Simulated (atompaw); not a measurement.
# Co: variants of one PAW (atompaw) potential

One potential is built and tested. Then one design choice at a time is changed, to learn what it costs or gains.

Method: atompaw 4.2.0.5, PBE, scalar-relativistic.

5 further runs of the same task are left out: 1 that didn't finish, 4 set aside as unsound or not needed.

### 1 The atom and the settings

The settings as typed:

| Item | Value |
| --- | --- |
| element | cobalt (Co, Z = 27) |
| type | PAW |
| frozen core | [Ne] |
| valence charge | 17 |
| reference configuration | 3s2 3p6 3d7 4s2 4p0 |
| partial waves | 3s (bound): rc 0.90 bohr; 4s (bound): rc 1.45 bohr; 3p (bound): rc 0.95 bohr; 4p (bound, empty): rc 1.45 bohr; 3d (bound): rc 1.45 bohr; 3d channel at 0.65 Ry: rc 1.45 bohr |
| local potential | bessel scheme, radius 1.25 bohr |
| core correction | smooth core density matched at 1.20 bohr |
| augmentation charge | sinc compensation charge, radius 1.30 bohr; PAW radius 1.45 bohr; waves and projectors: custom polynom gramschmidtortho |

The outer shells as boxes (Hund's rule for the drawing; the calculation is spin-unpolarised):

```
[Ne] core
3s [↑↓]
3p [↑↓][↑↓][↑↓]
3d [↑↓][↑↓][↑ ][↑ ][↑ ]
4s [↑↓]
4p [  ][  ][  ]
```

The nodes and maxima of the atom's own shells, from an earlier all-electron run, set the scale for the radii.

All-electron outer shells of the reference configuration (PBE, scalar-relativistic, ld1.x):

| shell | level (eV) | outermost node (bohr) | outermost maximum (bohr) |
| --- | --- | --- | --- |
| 2s | -899.00 | 0.08 | 0.21 |
| 2p | -769.94 | – | 0.17 |
| 3s | -102.40 | 0.31 | 0.66 |
| 3p | -65.64 | 0.28 | 0.68 |
| 3d | -8.20 | – | 0.66 |
| 4s | -5.47 | 0.96 | 2.32 |
| 4p | -1.28 | 1.05 | 3.25 |

### 2 The first potential

Co.input reads:

```
Co 27
GGA-PBE scalarrelativistic loggrid 1500 logderivrange -10 5 376
4 4 3 0 0 0
4 1 0
3 2 7
0 0 0
c
c
v
v
c
v
v
v
2
1.45 1.30 1.25 1.20
n
n
y
0.65
n
custom polynom gramschmidtortho sinc
bessel
0.90
1.45
0.95
1.45
1.45
1.45
PWSCFOUT
UPFDX 0.0125d0 UPFXMIN -7.d0 UPFZMESH 27.d0
END
```

Launch:

```console
atompaw < Co.input > Co.log
```

What the program wrote to the file Co (summary file):

```text
 Completed calculations for Co (AE)

 Exchange-correlation type: GGA, Perdew-Burke-Ernzerhof

 Radial integration grid is logarithmic 
 r0 =   3.0804019E-04 h =   8.3170852E-03   n =      1500 rmax =   8.0000000E+01

 Scalar relativistic calculation

 AEatom converged in  44 iterations
   nz     =  27.00
   delta  =       6.537758095221E-17

 All Electron Orbital energies:         
  n  l      occupancy      energy
  1  0      2.0000000E+00 -5.5808261E+02
  2  0      2.0000000E+00 -6.6075544E+01
  3  0      2.0000000E+00 -7.5266059E+00
  4  0      2.0000000E+00 -4.0204403E-01
  2  1      6.0000000E+00 -5.6589653E+01
  3  1      6.0000000E+00 -4.8242030E+00
  4  1      0.0000000E+00 -9.3825735E-02
  3  2      7.0000000E+00 -6.0299645E-01

 Total energy
   Total                    :    -2786.29196428566411

 ---
 Completed calculations for Co (SC)

 Exchange-correlation type: GGA, Perdew-Burke-Ernzerhof

 Radial integration grid is logarithmic 
 r0 =   3.0804019E-04 h =   8.3170852E-03   n =      1500 rmax =   8.0000000E+01

 Scalar relativistic calculation

 SCatom converged in   1 iterations
   nz     =  27.00
   delta  =       3.251681181493E-17

 Valence Electron Orbital energies:         
  n  l      occupancy      energy
   3  0      2.0000000E+00 -7.5266059E+00
   4  0      2.0000000E+00 -4.0204404E-01
   3  1      6.0000000E+00 -4.8242030E+00
   4  1      0.0000000E+00 -9.3825735E-02
   3  2      7.0000000E+00 -6.0299645E-01

 Total energy
   Total                    :    -2786.29196428599425
   Valence                  :     -376.11328643473382

 PAW parameters: 
       lmax =            2
         rc =    1.4520600666345942     
        irc =         1018
   rc_shape =    1.3032184718467983     
    rc_vloc =    1.2501224286707178     
    rc_core =    1.2092070485458772     
   Vloc: truncated form - Vps(r)=A.sin(qr)/r for r<rc
   Projector type: polynomial pseudization + Gram-Schmidt ortho.
   Sinc^2 compensation charge shape zeroed at   1.3032E+00

 Number of basis functions     6
 No.   n  nodes  l      Energy         Cp coeff         Occ
  1    3    2    0   -0.7526606E+01  0.1000000E+01  0.2000000E+01
  2    4    3    0   -0.4020440E+00 -0.1117939E+01  0.2000000E+01
  3    3    1    1   -0.4824203E+01  0.1000000E+01  0.6000000E+01
  4    4    2    1   -0.9382573E-01 -0.5293095E+00  0.0000000E+00
  5    3    0    2   -0.6029964E+00  0.1000000E+01  0.7000000E+01
  6  999    1    2    0.6500000E+00 -0.2529101E-02  0.0000000E+00

 Eigenvalues of overlap operator (in the basis of projectors):
    1        4.20822152E-04
    2        6.11290341E-01
    3        7.23846579E-01
    4        1.60790285E+01
    5        7.21179065E+01
    6        6.81407320E+03

 Orbital leakage outside PAW augmentation regions
   orb  is_core?  %out_of_sphere
   1 0    T          -0.00
   2 0    T           0.00
   3 0    F           2.57
   4 0    F          93.96
   2 1    T           0.00
   3 1    F           4.80
   4 1    F          98.26
   3 2    F          20.86

 Summary of PAW energies
   Total valence energy     :   -376.11329330397655
   Smooth energy            :    135.31608903925468
   One center               :   -511.42938234323123
   Smooth kinetic           :     90.85327411300980
   Vloc energy              :     35.12172409633799
   Smooth exch-corr         :    -22.17143837548014
   One-center xc            :    -96.45100894891203
```

It took 4 s on 1 thread, shared host.

All-electron and pseudo partial waves u(r) = r·R(r), from the program's wave files:

```tsv
r (bohr)	3d AE	3d PS
0.056	0.0202	0.0005
0.112	0.1044	0.0039
0.167	0.2331	0.0127
0.223	0.3814	0.0294
0.279	0.5251	0.0556
0.335	0.6512	0.0921
0.390	0.7528	0.1382
0.446	0.8328	0.1947
0.502	0.8903	0.2592
0.558	0.9274	0.3296
0.613	0.9470	0.4015
0.669	0.9529	0.4745
0.725	0.9476	0.5439
0.781	0.9338	0.6067
0.837	0.9137	0.6600
0.892	0.8895	0.7011
0.948	0.8618	0.7303
1.004	0.8320	0.7463
1.060	0.8011	0.7497
1.115	0.7702	0.7422
1.171	0.7387	0.7257
1.227	0.7075	0.7026
1.283	0.6769	0.6756
1.338	0.6477	0.6475
1.394	0.6188	0.6187
1.450	0.5908	0.5908
```

### 3 Does it scatter like the atom?

Taken from the files of the generation run. The phase is arctan(r·u′/u) with u = r·R, unwrapped, with energies in Ry. A pole is an energy at which the radial function vanishes at the test radius. The pseudo phase is shifted by a multiple of π to meet the all-electron one at the reference energy. Levels narrower than the energy grid can be missing from the poles. The last column is the largest difference on the grid between −1 and +1 Ry.

| channel | radius (bohr) | reference (Ry) | poles AE | poles PS | window around the reference with phases within 0.05 rad (Ry) | largest difference near zero (rad) |
| --- | --- | --- | --- | --- | --- | --- |
| s | 1.45 | -0.40 | -6.90 | -6.90 | the whole range | 0.000 |
| p | 1.45 | -0.09 | -3.98 | -3.98 | the whole range | 0.000 |
| d | 1.45 | -0.60 | 0.70 | 0.70 | the whole range | 0.000 |

Phases (rad) along the scan:

```tsv
E (Ry)	s AE	s PS	p AE	p PS
-10.00	1.232	1.232	1.307	1.307
-9.52	1.186	1.185	1.294	1.294
-9.04	1.103	1.103	1.279	1.279
-8.56	0.904	0.903	1.261	1.261
-8.08	0.076	0.076	1.237	1.237
-7.60	-1.203	-1.203	1.205	1.204
-7.12	-1.510	-1.510	1.158	1.157
-6.64	-1.620	-1.620	1.081	1.080
-6.16	-1.679	-1.679	0.928	0.928
-5.68	-1.717	-1.718	0.508	0.508
-5.20	-1.747	-1.747	-0.639	-0.639
-4.72	-1.771	-1.772	-1.298	-1.298
-4.24	-1.794	-1.794	-1.510	-1.510
-3.76	-1.815	-1.815	-1.610	-1.610
-3.28	-1.837	-1.837	-1.670	-1.670
-2.80	-1.859	-1.859	-1.712	-1.712
-2.32	-1.883	-1.883	-1.746	-1.746
-1.84	-1.909	-1.909	-1.776	-1.776
-1.36	-1.939	-1.939	-1.804	-1.804
-0.88	-1.973	-1.973	-1.831	-1.831
-0.40	-2.014	-2.014	-1.859	-1.859
0.08	-2.063	-2.063	-1.889	-1.889
0.56	-2.124	-2.124	-1.923	-1.923
1.04	-2.202	-2.202	-1.962	-1.962
1.52	-2.304	-2.305	-2.007	-2.007
2.00	-2.441	-2.442	-2.062	-2.062
2.48	-2.626	-2.629	-2.132	-2.132
2.96	-2.871	-2.876	-2.221	-2.222
3.44	-3.168	-3.177	-2.341	-2.342
3.92	-3.477	-3.489	-2.503	-2.506
4.40	-3.747	-3.759	-2.726	-2.732
4.88	-3.955	-3.967	-3.014	-3.023
```

### 4 Plane-wave convergence, by spherical Bessel functions

A separate test, outside the generator: the pseudo-atom's Hamiltonian at the reference potential is diagonalised in spherical Bessel functions j_l(qr) that vanish at 20 bohr, with q² up to the cutoff.

All-electron valence levels (Ry): 3s -7.5266, 4s -0.4020, 3p -4.8242, 4p -0.0938, 3d -0.6030. The lowest levels of each channel (Ry) by cutoff; the last column sums, over occupied levels, occupation times the distance from the level at 400 Ry. A positive value at high cutoff is not a bound level.

```tsv
cutoff (Ry)	s #1	s #2	p #1	p #2	d #1	f #1	Σ f·Δε (mRy)
8	-5.8122	-0.2961	-0.1089	0.0457	0.0596	0.1119	36570.9
15	-7.1552	-0.3833	-0.1122	0.0452	0.0583	0.1119	33681.8
21	-7.4649	-0.4004	-0.1247	0.0432	-0.0784	0.1119	31995.6
35	-7.5063	-0.4018	-4.3432	-0.0937	-0.5726	0.1119	3139.8
45	-7.5107	-0.4020	-4.7193	-0.0937	-0.6000	0.1119	682.5
60	-7.5217	-0.4020	-4.8110	-0.0938	-0.6010	0.1119	102.4
80	-7.5259	-0.4020	-4.8230	-0.0938	-0.6027	0.1119	10.8
90	-7.5262	-0.4020	-4.8231	-0.0938	-0.6028	0.1119	8.7
110	-7.5263	-0.4020	-4.8235	-0.0938	-0.6029	0.1119	5.7
140	-7.5265	-0.4020	-4.8241	-0.0938	-0.6030	0.1119	1.1
160	-7.5266	-0.4020	-4.8242	-0.0938	-0.6030	0.1119	0.4
200	-7.5266	-0.4020	-4.8242	-0.0938	-0.6030	0.1119	0.2
400	-7.5266	-0.4020	-4.8242	-0.0938	-0.6030	0.1119	0.0
```

The sum stays within 10 mRy from 90 Ry and within 1 mRy from 160 Ry. The sum leaves out empty levels, which can need more. Ghost test: no level below the all-electron spectrum of its channel (s, p, d, f tested).

### 5 Now with waves 3s (bound): rc 1.08 bohr

Co.input: that of step 2 with these lines changed.

```diff
@@ -23,3 +23,3 @@
 bessel
-0.90
+1.08
 1.45
```

Launch:

```console
atompaw < Co.input > Co.log
```

What the program wrote to the file Co (summary file):

```text
 Completed calculations for Co (AE)

 Exchange-correlation type: GGA, Perdew-Burke-Ernzerhof

 Radial integration grid is logarithmic 
 r0 =   3.0804019E-04 h =   8.3170852E-03   n =      1500 rmax =   8.0000000E+01

 Scalar relativistic calculation

 AEatom converged in  44 iterations
   nz     =  27.00
   delta  =       6.537758095221E-17

[... all-electron levels as in step 2 ...]

 Total energy
   Total                    :    -2786.29196428566411

 ---
 Completed calculations for Co (SC)

 Exchange-correlation type: GGA, Perdew-Burke-Ernzerhof

 Radial integration grid is logarithmic 
 r0 =   3.0804019E-04 h =   8.3170852E-03   n =      1500 rmax =   8.0000000E+01

 Scalar relativistic calculation

 SCatom converged in   1 iterations
   nz     =  27.00
   delta  =       3.251681181493E-17

 Valence Electron Orbital energies:         
  n  l      occupancy      energy
   3  0      2.0000000E+00 -7.5266059E+00
   4  0      2.0000000E+00 -4.0204404E-01
   3  1      6.0000000E+00 -4.8242030E+00
   4  1      0.0000000E+00 -9.3825735E-02
   3  2      7.0000000E+00 -6.0299645E-01

 Total energy
   Total                    :    -2786.29196428599425
   Valence                  :     -376.11328643473382

 PAW parameters: 
       lmax =            2
         rc =    1.4520600666345942     
        irc =         1018
   rc_shape =    1.3032184718467983     
    rc_vloc =    1.2501224286707178     
    rc_core =    1.2092070485458772     
   Vloc: truncated form - Vps(r)=A.sin(qr)/r for r<rc
   Projector type: polynomial pseudization + Gram-Schmidt ortho.
   Sinc^2 compensation charge shape zeroed at   1.3032E+00

 Number of basis functions     6
 No.   n  nodes  l      Energy         Cp coeff         Occ
  1    3    2    0   -0.7526606E+01  0.1000000E+01  0.2000000E+01
  2    4    3    0   -0.4020440E+00 -0.1209844E+01  0.2000000E+01
  3    3    1    1   -0.4824203E+01  0.1000000E+01  0.6000000E+01
  4    4    2    1   -0.9382573E-01 -0.5293095E+00  0.0000000E+00
  5    3    0    2   -0.6029964E+00  0.1000000E+01  0.7000000E+01
  6  999    1    2    0.6500000E+00 -0.2529101E-02  0.0000000E+00

 Eigenvalues of overlap operator (in the basis of projectors):
    1        4.20822152E-04
    2        5.90213209E-01
    3        6.11290341E-01
    4        1.60790285E+01
    5        1.12702964E+02
    6        6.81407320E+03

 Orbital leakage outside PAW augmentation regions
   orb  is_core?  %out_of_sphere
   1 0    T          -0.00
   2 0    T           0.00
   3 0    F           2.57
   4 0    F          93.96
   2 1    T           0.00
   3 1    F           4.80
   4 1    F          98.26
   3 2    F          20.86

 Summary of PAW energies
   Total valence energy     :   -376.11329334215486
   Smooth energy            :    136.31392773125472
   One center               :   -512.42722107340956
   Smooth kinetic           :     92.18932774136903
   Vloc energy              :     36.23550796161104
   Smooth exch-corr         :    -22.77606023112932
   One-center xc            :    -95.84638709326286
```

Run time: 4 s. Hardware: 1 thread, shared host.

Compared with the first run, the loose cutoff goes from 90 Ry to 80 Ry and there is no bound ghost.

### 6 Now with waves 3p (bound): rc 0.82 bohr

Co.input: that of step 5 with these lines changed.

```diff
@@ -23,5 +23,5 @@
 bessel
-1.08
+0.90
 1.45
-0.95
+0.82
 1.45
```

Launch:

```console
atompaw < Co.input > Co.log
```

Output in the file Co (summary file):

```text
 Completed calculations for Co (AE)

 Exchange-correlation type: GGA, Perdew-Burke-Ernzerhof

 Radial integration grid is logarithmic 
 r0 =   3.0804019E-04 h =   8.3170852E-03   n =      1500 rmax =   8.0000000E+01

 Scalar relativistic calculation

 AEatom converged in  44 iterations
   nz     =  27.00
   delta  =       6.537758095221E-17

[... all-electron levels as in step 2 ...]

 Total energy
   Total                    :    -2786.29196428566411

 ---
 Completed calculations for Co (SC)

 Exchange-correlation type: GGA, Perdew-Burke-Ernzerhof

 Radial integration grid is logarithmic 
 r0 =   3.0804019E-04 h =   8.3170852E-03   n =      1500 rmax =   8.0000000E+01

 Scalar relativistic calculation

 SCatom converged in   1 iterations
   nz     =  27.00
   delta  =       3.251681181493E-17

 Valence Electron Orbital energies:         
  n  l      occupancy      energy
   3  0      2.0000000E+00 -7.5266059E+00
   4  0      2.0000000E+00 -4.0204404E-01
   3  1      6.0000000E+00 -4.8242030E+00
   4  1      0.0000000E+00 -9.3825735E-02
   3  2      7.0000000E+00 -6.0299645E-01

 Total energy
   Total                    :    -2786.29196428599425
   Valence                  :     -376.11328643473382

 PAW parameters: 
       lmax =            2
         rc =    1.4520600666345942     
        irc =         1018
   rc_shape =    1.3032184718467983     
    rc_vloc =    1.2501224286707178     
    rc_core =    1.2092070485458772     
   Vloc: truncated form - Vps(r)=A.sin(qr)/r for r<rc
   Projector type: polynomial pseudization + Gram-Schmidt ortho.
   Sinc^2 compensation charge shape zeroed at   1.3032E+00

 Number of basis functions     6
 No.   n  nodes  l      Energy         Cp coeff         Occ
  1    3    2    0   -0.7526606E+01  0.1000000E+01  0.2000000E+01
  2    4    3    0   -0.4020440E+00 -0.1117939E+01  0.2000000E+01
  3    3    1    1   -0.4824203E+01  0.1000000E+01  0.6000000E+01
  4    4    2    1   -0.9382573E-01 -0.5165439E+00  0.0000000E+00
  5    3    0    2   -0.6029964E+00  0.1000000E+01  0.7000000E+01
  6  999    1    2    0.6500000E+00 -0.2529101E-02  0.0000000E+00

 Eigenvalues of overlap operator (in the basis of projectors):
    1        4.20822152E-04
    2        5.81805788E-01
    3        7.23846579E-01
    4        1.60790285E+01
    5        7.21179065E+01
    6        8.60987767E+03

 Orbital leakage outside PAW augmentation regions
   orb  is_core?  %out_of_sphere
   1 0    T          -0.00
   2 0    T           0.00
   3 0    F           2.57
   4 0    F          93.96
   2 1    T           0.00
   3 1    F           4.80
   4 1    F          98.26
   3 2    F          20.86

 Summary of PAW energies
   Total valence energy     :   -376.11329331919029
   Smooth energy            :    136.89559643535432
   One center               :   -513.00888975454461
   Smooth kinetic           :     92.50053237434209
   Vloc energy              :     35.63766403767334
   Smooth exch-corr         :    -22.46031560112459
   One-center xc            :    -96.16213172326759
```

Wall time 4 s (1 thread, shared host).

Against the first potential, the loose cutoff stays at 90 Ry and there is no bound ghost.

### 7 Results

Cutoffs, loose and tight: the cutoffs (Ry, on a coarse ladder) from which the occupation-weighted sum of valence levels, in a spherical-Bessel basis at the reference potential, stays within 10 and 1 mRy of its value at 400 Ry; empty and scattering waves don't count. The number of plane waves in a given cell goes as the cutoff to the power 3/2; it is given for the loose cutoff, relative to the first potential. The phase difference is the largest within 1 Ry of zero, over the channels with partial waves. 5 further runs were made in the same way; their inputs and logs are not shown.

| change | outcome | cutoff, loose | cutoff, tight | plane waves, relative | bound ghosts | phase difference near zero (rad) | lowest overlap eigenvalue (Bessel basis) |
| --- | --- | --- | --- | --- | --- | --- | --- |
| first potential | generated | 90 Ry | 160 Ry | 1.00 | none | 0.000 | 0.521 |
| waves 3s (bound): rc 1.08 bohr | generated | 80 Ry | 140 Ry | 0.84 | none | 0.000 | 0.521 |
| waves 3p (bound): rc 0.82 bohr | generated | 90 Ry | 160 Ry | 1.00 | none | 0.000 | 0.508 |
| core [Ne] 3s2, valence charge 15; reference 3p6 3d7 4s1 4p0; waves now 4s (bound): rc 1.65 bohr; 4s channel at 1.5 Ry: rc 1.65 bohr; 3p (bound): rc 1.40 bohr; 4p (bound, empty): rc 1.65 bohr; 3d (bound): rc 1.65 bohr; 3d channel at 2.1 Ry: rc 1.40 bohr; local potential bessel scheme, radius 1.40 bohr; core correction smooth core density matched at 0.95 bohr (was smooth core density matched at 1.20 bohr); augmentation sinc compensation charge, radius 1.45 bohr; PAW radius 1.65 bohr; waves and projectors: custom polynom gramschmidtortho | generated | 60 Ry | 100 Ry | 0.54 | s | 0.002 | 0.587 |
| local potential bessel scheme, radius 0.88 bohr | generated | 90 Ry | 140 Ry | 1.00 | none | 0.001 | 0.527 |
| all radii scaled by 1.23 (s 1.10, p 1.18, d 1.78 bohr); local potential bessel scheme, radius 1.54 bohr; augmentation sinc compensation charge, radius 1.60 bohr; PAW radius 1.78 bohr; waves and projectors: custom polynom gramschmidtortho; core correction smooth core density matched at 1.48 bohr | generated | 80 Ry | 110 Ry | 0.84 | none | 0.002 | 0.552 |
| augmentation sinc compensation charge, radius 1.30 bohr; PAW radius 1.45 bohr; waves and projectors: custom rrkj vanderbiltortho | generated | 90 Ry | 180 Ry | 1.00 | none | 0.000 | 0.006 |
| augmentation sinc compensation charge, radius 1.30 bohr; PAW radius 1.45 bohr; waves and projectors: custom rrkj gramschmidtortho | generated | 90 Ry | 180 Ry | 1.00 | none | 0.000 | 0.006 |

In words: The softest is the variant "core [Ne] 3s2, valence charge 15; reference 3p6 3d7 4s1 4p0; waves now 4s …", at 60 Ry, though it has a bound ghost; the highest cutoff read, 90 Ry, costs 1.8 times the plane waves. 1 of the 8 potentials written has a bound ghost.

The first potential by itself. It counts as hard, with 90 Ry needed at the looser tolerance. The slowest occupied level is 3p: taken alone it needs 100 Ry to come within 1 mRy, against 80 Ry for 3s. No bound ghost shows below the valence levels. Near zero energy the phases of the channels with partial waves agree within 0.001 rad.
